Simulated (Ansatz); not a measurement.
# Ga₂S (singlet): wave-function methods side by side at a displaced geometry (v1), cc-pVDZ

An exercise on one series of results from a longer session: the logs are not shown, and one member is left open.

Computed with Ansatz 0.2.0, Gaussian basis. Level: cc-pVDZ, core rule «outside noble gas», up to 33 orbitals frozen.

The runs, in order: UHF; CCSD(T) on RHF; BCCD(T) on RHF; CISD; CCSDT(Q) on RHF.

20 further runs of the same task are left out: 6 for a known fault of the program, 10 that didn't finish, 4 set aside as unsound or not needed.

## What is computed

The geometry is a PBE0/def2-TZVP stationary point (not a proven minimum) with its atoms shifted at random (size 0.040 Å). No spin-orbit coupling is included. The filled d shell of Ga may be among the frozen orbitals whatever the setting's name suggests; the logs give the count.

3 atoms, charge 0, spin multiplicity 1.

Atoms are counted from 1 here; the program's logs count them from 0.

Bond lengths: Ga1–S2 2.275 Å, S2–Ga3 2.308 Å. Angles: Ga1–S2–Ga3 177.8°.

Set-up of the first run:

The input, in.yaml:

```yaml
crystal:
  periodic: [false, false, false]
  atoms:
    - {symbol: Ga, position_ang: [-0.015433, -0.009008, 2.285640]}
    - {symbol: S, position_ang: [-0.016266, -0.025151, 0.010487]}
    - {symbol: Ga, position_ang: [0.031698, 0.034159, -2.296127]}
basis:
  gaussian: {orbitals: cc-pVDZ}
magnetization: {spin_polarized: true, initial_magnetization: 0}
hamiltonian: {xc: hf}
output: {orbitals: {seedname: orbitals}}
```

The run is started by

```console
$ ansatz run in.yaml --threads 1 --pin off --events-out ev --progress --plain --max-ram 2393MiB
```

Steps of the session up to this table: UHF; CCSD(T) on RHF; BCCD(T) on RHF; CISD; CCSDT(Q) on RHF.

One of the session's tables, all rows but one given; the rest of the session is left out.

| method | from RCCSDT(Q) (meV) |
| --- | --- |
| RHF | +7015.4 |
| RMP2 | +1150.2 |
| RCCSD | +314.6 |
| RCCSD(T) | +52.4 |
| BCCD(T) | +48.4 |
| RCCSDT | ? |
| RCCSDT(Q) | 0 |

Q: Estimate the row for RCCSDT from the others.

**Answer.** from RCCSDT(Q) (meV): +26.5. In the column «from RCCSDT(Q) (meV)» it lies between RCCSDT(Q) (0) and BCCD(T) (+48.4).

Not comparable, so not listed: CISD (they don't share determinant, frozen orbitals or solution with the rows shown, or repeat one).
